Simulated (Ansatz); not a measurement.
Below is the output of a Python script on the Python package of Ansatz (0.2.0) that makes a band structure of Sn3Bi, space group Pm-3m. Write a script that gives it. Use: r2SCAN, norm-conserving potentials, the default cutoff (1220 eV here), 6×6×6 k-points, Fermi-Dirac smearing of 0.05 eV.

```cif
data_structure
_symmetry_space_group_name_H-M 'P 1'
_symmetry_Int_Tables_number 1
_cell_length_a 4.8927
_cell_length_b 4.8927
_cell_length_c 4.8927
_cell_angle_alpha 90.000
_cell_angle_beta 90.000
_cell_angle_gamma 90.000
_cell_volume 117.13
loop_
_atom_site_label
_atom_site_type_symbol
_atom_site_fract_x
_atom_site_fract_y
_atom_site_fract_z
_atom_site_occupancy
Sn1 Sn 0.00000 0.50000 0.50000 1
Sn2 Sn 0.50000 0.00000 0.50000 1
Sn3 Sn 0.50000 0.50000 0.00000 1
Bi1 Bi 0.00000 0.00000 0.00000 1
```

```console
$ python run_bands.py
events: {'scf_iter': 8, 'scf_done': 1, 'notice': 1, 'finished': 1}
Sn3Bi: -9227.067993 eV = -678.176995 Ry = -339.088497 Ha
Fermi level 10.8556 eV, 10 k-points, 48 symmetry operations
g(E_F) = 2.007 states/eV per cell
bare Sommerfeld coefficient 1.18 mJ/(mol of atoms K^2)
states between -10 and -6 eV: 5.367
states between -6 and -3 eV: 3.860
states between -3 and 0 eV: 5.993
states between 0 and 3 eV: 8.302
zero of the bands: 10.856 eV, the Fermi level found on the SCF mesh
channel 0 - computed levels within 4 eV of the Fermi level
  G     1.184   1.184   1.184   1.700   1.700   1.700
  X    -2.615  -2.615  -2.006  -2.006  -0.763  -0.305   2.146   2.341   3.039   3.039   3.638   3.638
  M    -1.926  -1.410  -1.410  -1.213  -0.907  -0.212  -0.212  -0.194
  G     1.184   1.184   1.184   1.700   1.700   1.700
  R
  X    -2.615  -2.615  -2.006  -2.006  -0.763  -0.305   2.146   2.341   3.039   3.039   3.638   3.638
```

One script that gives this output:

Script `run_bands.py`:
```python
from collections import Counter
import json
import warnings

import ansatz as az
import numpy as np
from pymatgen.core import Lattice, Structure
from pymatgen.io.ase import AseAtomsAdaptor

warnings.simplefilter("ignore", az.DeckWarning)

pmg_structure = Structure(
    Lattice([(4.892745, 0.0, 0.0), (0.0, 4.892745, 0.0), (0.0, 0.0, 4.892745)]),
    ["Sn", "Sn", "Sn", "Bi"],
    [
        (0.0, 0.5, 0.5),
        (0.5, 0.0, 0.5),
        (0.5, 0.5, 0.0),
        (0.0, 0.0, 0.0),
    ],
)
structure = az.Crystal.from_ase(AseAtomsAdaptor.get_atoms(pmg_structure))

path = [
    ("G", (0.0, 0.0, 0.0)),
    ("X", (0.0, 0.5, 0.0)),
    ("M", (0.5, 0.5, 0.0)),
    ("G", (0.0, 0.0, 0.0)),
    ("R", (0.5, 0.5, 0.5)),
    ("X", (0.0, 0.5, 0.0)),
]
calc = (
    structure.calculation()
    .occupations("fermi_dirac", width=0.05)
    .scf(max_iterations=100)
    .mixing("msr1", preconditioner="kerker")
    .functional("r2scan")
    .kpoints(6, shift=0.5)
    .pseudopotentials("nc")
    .band_structure([point for _, point in path], intervals=8)
    .scf(extra_bands=8)
    .density_of_states(energy_step=0.05)
)
result = calc.run(events_out="events.ndjson")
summary = result.report
with open("events.ndjson") as stream:
    kinds = Counter(json.loads(line)["event"] for line in stream)
print("events:", {kind: kinds[kind] for kind in ("scf_iter", "scf_done", "notice", "finished")})

energy = summary["free_energy_ev"]
print("Sn3Bi: {:.6f} eV = {:.6f} Ry = {:.6f} Ha".format(energy, energy / 13.605693, energy / 27.211386))
print("Fermi level {:.4f} eV, {} k-points, {} symmetry operations".format(summary["fermi_energy_ev"], summary["n_kpoints"], summary["n_symmetry_ops"]))

dos = result.density_of_states()
energy = np.asarray(dos.energies_ev) - dos.fermi_ev
states, count = np.asarray(dos.spin_summed_g_bin_mean_per_ev), np.asarray(dos.spin_summed_integrated)
g_fermi = float(np.interp(0.0, energy, states))
print(f"g(E_F) = {g_fermi:.3f} states/eV per cell")
gamma = np.pi ** 2 / 3 * 8.617333e-5 ** 2 * g_fermi * 96485.33e3 / len(result.lattice.sites)
print(f"bare Sommerfeld coefficient {gamma:.2f} mJ/(mol of atoms K^2)")
for low, high in ((-10, -6), (-6, -3), (-3, 0), (0, 3)):
    print(f"states between {low} and {high} eV: {np.interp(high, energy, count) - np.interp(low, energy, count):.3f}")

bands = result.band_structure()
fermi = bands.fermi_energy_ev
print(f"zero of the bands: {fermi:.3f} eV, the Fermi level found on the SCF mesh")
for spin, channel in enumerate(bands.channels):
    print("channel", spin, "- computed levels within 4 eV of the Fermi level")
    for i, (label, _) in enumerate(path):
        levels = channel.eigenvalues_ev[i * 8] - fermi
        print(f"  {label:3s}", " ".join(f"{e:7.3f}" for e in levels if abs(e) < 4))
```

The settings weren't tested for convergence. Such functionals run on norm-conserving files made under PBE, which can move pressures by some GPa. For a metal this k-point mesh is coarse: on a finer one energies can move by several to tens of meV an atom and pressures by half a GPa or more, differences at one mesh by less. An absolute Fermi energy rests on an arbitrary zero of the periodic potential and has no direct meaning. The structure comes from a database of computed cells and needn't be a stable or known phase. Gaps and levels are Kohn-Sham values on a finite set of k-points, without spin-orbit coupling. The computed bands are complete only to about 5.6 eV above the Fermi level; beyond that the density of states is undercounted. It ran for 50 s on 1 thread of Arm Neoverse V2, with other jobs on the host, peak memory 0.82 GiB.

(Lines on the test bed's own set-up are left out of the output.)
